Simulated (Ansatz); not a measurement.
# BGeH3S (SMILES [BH]1[S][GeH2]1): one structure at several levels

The task here is to estimate one member of a computed series from the others.

Program: Ansatz 0.2.0, Gaussian basis. Level of theory: single points in def2-TZVPP. These are calculated values, not measurements.

Correlated methods freeze the cores. Filled d shells of the heavier atoms are correlated.

**The system as given**

SMILES `[BH]1[S][GeH2]1`, 6 atoms, charge 0, spin multiplicity 1.

Atoms are counted from 1 here; the program's logs count them from 0.

Bond lengths: B1–S2 1.872 Å, B1–Ge3 2.130 Å, B1–H4 1.320 Å, S2–Ge3 2.534 Å, Ge3–H5 1.794 Å, Ge3–H6 1.673 Å. Angles: S2–B1–Ge3 78.3°, S2–B1–H4 144.3°, Ge3–B1–H4 136.8°, B1–S2–Ge3 55.4°, B1–Ge3–S2 46.4°, B1–Ge3–H5 125.2°, B1–Ge3–H6 126.3°, S2–Ge3–H5 99.8°, S2–Ge3–H6 99.4°, H5–Ge3–H6 95.9°.

As a file:

```xyz
6
charge 0, multiplicity 1
B    -0.74360   -1.11490   -0.13570
S     0.94530   -1.27980    0.65570
Ge   -0.03040    0.89010   -0.21520
H    -1.77840   -1.78650   -0.60440
H     1.34370    1.46080   -1.21680
H     0.28970    1.88040    1.09520
```

Set-up of the first run:

The input, run/in.yaml:

```yaml
crystal:
  periodic: [false, false, false]
  atoms:
    - {symbol: B, position_ang: [-0.743600, -1.114900, -0.135700]}
    - {symbol: S, position_ang: [0.945300, -1.279800, 0.655700]}
    - {symbol: Ge, position_ang: [-0.030400, 0.890100, -0.215200]}
    - {symbol: H, position_ang: [-1.778400, -1.786500, -0.604400]}
    - {symbol: H, position_ang: [1.343700, 1.460800, -1.216800]}
    - {symbol: H, position_ang: [0.289700, 1.880400, 1.095200]}
basis:
  gaussian: {orbitals: def2-TZVPP}
correlation: {method: ccsd_t}
output: {forces: true}
```

The command line of these runs was not kept.

Among the steps run: CCSD(T)/def2-TZVPP; PBE0-D4/def2-TZVPP; wB97M-V/def2-TZVPP; r2SCAN-D4/def2-TZVPP; PBE-D4/def2-TZVPP; revPBE-D4/def2-TZVPP; HSE06-D4/def2-TZVPP.

One table of the session follows, with a row left open; its other results are not shown here.

```
   method  RMS force component (eV/Å)  angle to CCSD(T) forces (°)  dipole (D)
  CCSD(T)                       1.449                    reference        1.52
  PBE0-D4                       1.482                          4.3        1.75
  wB97M-V                       1.572                          3.3        1.87
r2SCAN-D4                       1.441                          3.1        1.58
   PBE-D4                       1.295                          4.6        1.45
revPBE-D4                           ?                            ?           ?
 HSE06-D4                       1.475                          4.1        1.74
```

**Question.** Estimate the row for revPBE-D4.

**Answer.** RMS force component (eV/Å): 1.248; angle to CCSD(T) forces (°): 4.9; dipole (D): 1.48. In the column «RMS force component (eV/Å)» it is the lowest.
